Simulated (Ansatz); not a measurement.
**C₂H₄AlCl: small, medium and large basis sets**

The task here is to estimate one member of a computed series from the others.

Method: one geometry, several basis sets; program: Ansatz 0.2.0, Gaussian basis.

The runs, in order: PBE0-D4/def2-SVP; ωB97M-V/def2-SVP; PBE0-D4/def2-QZVPP; ωB97M-V/def2-QZVPP; the functionals' def2-TZVPP values are taken from earlier runs.

### The geometry

The geometry comes from an earlier relaxation with PBE0-D4 in a triple-zeta def2 set; it is a stationary point, not always the lowest conformer.

SMILES `[Cl][Al]1[CH2][CH2]1`, 8 atoms, charge 0, spin multiplicity 1.

Atoms are counted from 1 here; the program's logs count them from 0.

Bond lengths: Cl1–Al2 2.080 Å, Al2–C3 1.887 Å, Al2–C4 1.887 Å, C3–C4 1.615 Å, C3–H5 1.089 Å, C3–H6 1.089 Å, C4–H7 1.089 Å, C4–H8 1.089 Å. Angles: Cl1–Al2–C3 154.7°, Cl1–Al2–C4 154.7°, C3–Al2–C4 50.7°, Al2–C3–C4 64.7°, Al2–C3–H5 122.7°, Al2–C3–H6 122.8°, C4–C3–H5 114.0°, C4–C3–H6 114.1°, H5–C3–H6 109.8°, Al2–C4–C3 64.7°, Al2–C4–H7 122.8°, Al2–C4–H8 122.7°, C3–C4–H7 114.1°, C3–C4–H8 114.0°, H7–C4–H8 109.8°.

Set-up of the first run:

in.yaml

```yaml
crystal:
  periodic: [false, false, false]
  atoms:
    - {symbol: Cl, position_ang: [0.032457, -1.064523, 3.139528]}
    - {symbol: Al, position_ang: [0.019376, -0.402085, 1.168294]}
    - {symbol: C, position_ang: [0.253074, 0.871006, -0.204547]}
    - {symbol: C, position_ang: [-0.235908, -0.588712, -0.691831]}
    - {symbol: H, position_ang: [1.234008, 1.158438, -0.579626]}
    - {symbol: H, position_ang: [-0.463604, 1.667298, -0.398869]}
    - {symbol: H, position_ang: [0.475194, -1.103175, -1.336138]}
    - {symbol: H, position_ang: [-1.222399, -0.595248, -1.152612]}
basis:
  gaussian: {orbitals: def2-SVP}
hamiltonian: {xc: pbe0, dispersion: d4}
output: {orbitals: {seedname: orbitals}}
```

The run is started by

```console
ansatz run in.yaml --threads 2 --pin off --events-out ev --progress --plain --max-ram 4352MiB
```

Among the steps run: PBE0-D4 in def2-SVP; ωB97M-V in def2-SVP; PBE0-D4 in def2-QZVPP; ωB97M-V in def2-QZVPP.

One of the session's tables, all rows but one given; the rest of the session is left out.

It belongs to the step «Functionals by basis». 

```
functional       basis  HOMO (eV)
   PBE0-D4    def2-SVP      -6.14
   PBE0-D4  def2-TZVPP      -6.20
   PBE0-D4  def2-QZVPP      -6.21
   ωB97M-V    def2-SVP      -8.30
   ωB97M-V  def2-TZVPP          ?
   ωB97M-V  def2-QZVPP      -8.40
```

Q: Estimate the row for ωB97M-V, def2-TZVPP from the others.

As computed: HOMO (eV): -8.38. In the column «HOMO (eV)» it lies between ωB97M-V, def2-QZVPP (-8.40) and ωB97M-V, def2-SVP (-8.30).
